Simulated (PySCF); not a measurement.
# RbB+: from the state search to spectroscopic constants

What are the lowest state that PBE0 finds, the bond length, vibrational wavenumber and bond energy of RbB+, and how much do these hang on the method?

Computed with PySCF 2.14.0. Level: Rb def2-SVPD with ECP28, B def2-SVPD, scalar-relativistic core potentials.

**1. Input**

A driver script around PySCF takes these settings:

| Property | Result |
| --- | --- |
| atoms | Rb, B |
| charge | 1 |
| basis | Rb def2-SVPD with ECP28, B def2-SVPD |
| Hamiltonian | scalar-relativistic core potentials |
| basis functions | 47 |
| electrons treated | 13 |
| masses in u | 84.9118, 11.0093 |
| levels | PBE0, PBE, r²SCAN, MN15, B3LYP, r²SCAN0, ωB97X, HF, MP2, SCS-MP2, CCSD, CCSD(T) |
| grid | 80 radial by 434 angular points |
| occupations | held fixed by the projection of orbital angular momentum |
| dissociation limit | Rb+ + B, each in its ground configuration |
| starting distance in angstrom | 2.975 |
| values of 2S to try | 1, 3 |

Launch:

```sh
$ OMP_NUM_THREADS=1 python dia.py task.json out
```

Further steps of the session: The PBE0 curve of the state that the search chose; Higher solutions at PBE0; PBE (GGA); r²SCAN (meta-GGA); MN15 (hybrid meta-GGA); B3LYP; r²SCAN0 (hybrid meta-GGA); ωB97X (range-separated hybrid); UHF; MP2 and coupled cluster.

**Question.** What will these runs give? Wanted: for each run, Re; ωe; De; μ.

The runs gave:

Lowest PBE0 solution found, without spin–orbit coupling: ²Σ⁺ (doublet), unpaired electrons σ ↑. State 2 has its PBE0 minimum 0.27 eV higher. State 3 has its PBE0 minimum 3.19 eV higher. The other levels ran on the lowest alone.

| level | Re (Å) | ωe (cm⁻¹) | De (eV) | μ (D) |
| --- | --- | --- | --- | --- |
| UHF | 3.698 | 113.4 | 0.248 | -0.72 |
| UHF-MP2 | 3.601 | 124.5 | 0.286 | n/a |
| UHF-SCS-MP2 | 3.620 | 121.9 | 0.277 | n/a |
| UHF-CCSD | 3.623 | 120.6 | 0.276 | n/a |
| UHF-CCSD(T) | 3.620 | 121.0 | 0.278 | n/a |
| PBE | 3.585 | 120.8 | 0.321 | -0.34 |
| r²SCAN | 3.607 | 118.9 | 0.282 | -0.53 |
| B3LYP | 3.593 | 120.5 | 0.290 | -0.49 |
| PBE0 | 3.572 | 123.4 | 0.302 | -0.47 |
| r²SCAN0 | 3.581 | 122.9 | 0.285 | -0.55 |
| MN15 | 3.576 | 125.3 | 0.314 | -0.46 |
| ωB97X | 3.512 | 137.3 | 0.309 | -0.53 |

De is counted to Rb+ + B in their ground configurations. A positive dipole points from Rb to B; in an ion it is taken about the centre of mass and does not tell which atom is negative.

In words: The methods spread over 0.185 Å in bond length, from ωB97X to UHF. CCSD(T) can't serve as the judge here: for a weak bond in this basis it is far from its limit. Among the levels with a De in the table, it runs from 0.248 eV (UHF) to 0.321 eV (PBE).

Correlated steps freeze 1 core orbital. The bond is weak, and basis-set superposition, which was not computed, may be a sizeable part of it. Spin–orbit coupling is left out.
